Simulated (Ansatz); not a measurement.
# SiAsH3+ (quartet): wave-function methods side by side, cc-pVTZ

An exercise on one series of results from a longer session: the logs are not shown, and one member is left open.

Method: cc-pVTZ, core rule «outside noble gas», up to 19 orbitals frozen; program: Ansatz 0.2.0, Gaussian basis.

The runs, in order: UHF; CCSD(T) on ROHF; CCSD(T) on UHF; BCCD(T) on ROHF; CCSDT(Q) on ROHF; CCSDT(Q) on UHF.

7 further runs of the same task are left out: 1 for a known fault of the program, 6 set aside as unsound or not needed.

## The system

The geometry is a PBE0/def2-TZVP stationary point (not a proven minimum) of the parent state, kept for this charge and spin. No spin-orbit coupling is included. The filled d shell of As may be among the frozen orbitals whatever the setting's name suggests; the logs give the count.

5 atoms, charge 1, spin multiplicity 4.

Atoms are counted from 1 here; the program's logs count them from 0.

Bond lengths: Si1–As2 2.357 Å, Si1–H3 1.488 Å, Si1–H4 1.488 Å, Si1–H5 1.488 Å. Angles: As2–Si1–H3 110.3°, As2–Si1–H4 110.3°, As2–Si1–H5 110.3°, H3–Si1–H4 108.7°, H3–Si1–H5 108.7°, H4–Si1–H5 108.7°.

The first run:

in.yaml

```yaml
crystal:
  periodic: [false, false, false]
  atoms:
    - {symbol: Si, position_ang: [-1.650542, -0.011519, 0.004128]}
    - {symbol: As, position_ang: [0.706158, 0.004928, -0.001766]}
    - {symbol: H, position_ang: [-2.175948, 1.381149, 0.007507]}
    - {symbol: H, position_ang: [-2.158302, -0.715039, 1.213602]}
    - {symbol: H, position_ang: [-2.164376, -0.711463, -1.204855]}
basis:
  gaussian: {orbitals: cc-pVTZ}
total_charge: 1
magnetization: {spin_polarized: true, initial_magnetization: 3}
hamiltonian: {xc: hf}
output: {orbitals: {seedname: orbitals}}
```

On the command line:

```bash
> ansatz run in.yaml --threads 1 --pin off --events-out ev --progress --plain --max-ram 4096MiB --backend cpu
```

Among the steps run: UHF; CCSD(T) on ROHF; CCSD(T) on UHF; BCCD(T) on ROHF; CCSDT(Q) on ROHF; CCSDT(Q) on UHF.

One of the session's tables, all rows but one given; the rest of the session is left out.

| method | from UCCSDT(Q) (kJ/mol) |
| --- | --- |
| ROHF | +626.0 |
| UHF | +619.6 |
| RMP2 | +124.4 |
| UMP2 | ? |
| RCCSD | +26.3 |
| UCCSD | +24.3 |
| RCCSD(T) | +6.2 |
| UCCSD(T) | +4.4 |
| BCCD(T) | +6.1 |
| RCCSDT | +2.6 |
| UCCSDT | +0.8 |
| RCCSDT(Q) | +1.9 |
| UCCSDT(Q) | 0 |

**Question.** Estimate the row for UMP2.

**Answer.** from UCCSDT(Q) (kJ/mol): +122.9. In the column «from UCCSDT(Q) (kJ/mol)» it lies between RCCSD (+26.3) and RMP2 (+124.4).

Limits of these values: Restricted and unrestricted rows rest on different reference determinants; where their highest levels disagree by more than a few hundredths of an eV, they describe different states and don't form one ladder.
